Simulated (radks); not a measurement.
# Nuclear size and the levels of Se

The task here is to estimate one member of a computed series from the others.

The numbers are computed with radks (a radial shooting solver on a logarithmic mesh, Libxc functionals) version 1 (Dirac Kohn-Sham, exchange-only LDA, spin-unpolarised, spherical densities, finite nucleus; open shells fill j = l - 1/2 first), except any that are marked as measured or tabulated.

### Starting point

| Property | Result |
| --- | --- |
| element | selenium (Z = 34) |
| charge | 0 |
| electrons | 34 |
| configuration | [Ar] 3d10 4s2 4p4 |
| nuclear rms radius | 4.14 fm |

Set-up of the first run:

Input:

```text
Z 34
configuration [Ar] 3d10 4s2 4p4 5s0 4d0
relativity Dirac
functional lda,
spin unpolarised
j_filling energy
nucleus finite rms 4.14 fm
c 137.035999084
```

Steps of the session up to this table: rms radius 4.14 fm.

One of the session's tables, all rows but one given; the rest of the session is left out.

It belongs to the step «rms radius 4.14 fm». The radial density on a logarithmic grid:

```
r (bohr)  4πr²ρ (e/bohr)
 0.00148          0.8241
 0.00239           1.963
 0.00386           4.502
 0.00624           9.709
  0.0101           18.96
  0.0163           31.64
  0.0263           41.39
  0.0426           39.40
  0.0688           34.62
   0.111           46.04
   0.180           43.76
   0.293           26.32
   0.473               ?
   0.765           17.19
    1.24           4.912
    2.00           3.037
    3.23          0.8869
    5.22         0.07729
```

Estimate the missing values for r (bohr) = 0.473.

Worked estimate for «4πr²ρ (e/bohr)». A straight line through the neighbours (0.293, 26.32) and (0.765, 17.19) gives 26.32 + (17.19 − 26.32) × (0.473 − 0.293) / (0.765 − 0.293) = 22.84; a parabola fitted to 4 rows on both sides gives 24.90.

As computed: 4πr²ρ (e/bohr): 32.81. In «4πr²ρ (e/bohr)» the line misses by -9.97 and the parabola by -7.91. Between these rows the values bend or scatter more than so simple an estimate can follow.
